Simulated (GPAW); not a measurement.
Crystal: CoW3.

```
CELL_PARAMETERS angstrom
3.90735 0.00000 0.00000
0.00000 3.90735 0.00000
0.00000 0.00000 3.90735
ATOMIC_POSITIONS crystal
W 0.50000 0.50000 0.00000
W 0.50000 0.00000 0.50000
W 0.00000 0.50000 0.50000
Co 0.00000 0.00000 0.00000
```

The cell comes from a database or a generator and needn't be the stable form of this composition.

Base run:

* Program: GPAW 26.7.0
* Functional: LDA
* Potentials or basis: the program's PAW data sets (release 1.2.1) made for this functional
* Cutoff: 600 eV
* Basis: pw
* k mesh: 6 × 6 × 6
* Occupations: fermi-dirac, width 0.05 eV
* Spin: collinear spin, ferromagnetic start
* Starting moments: [0.0, 0.0, 0.0, 2.0] μB

Its results: pressure -17.0 GPa; net moment 0.08 μB per cell; site moments W +0.00; Co +0.07 μB.

The run is repeated on the same cell with these changes: functional from LDA to PBEsol; potentials or basis from the program's PAW data sets (release 1.2.1) made for this functional to PAW data sets generated in the run's folder for this functional. What comes out?

Pressure -10.7 GPa; net moment 0.33 μB per cell; site moments W +0.01; Co +0.30 μB.
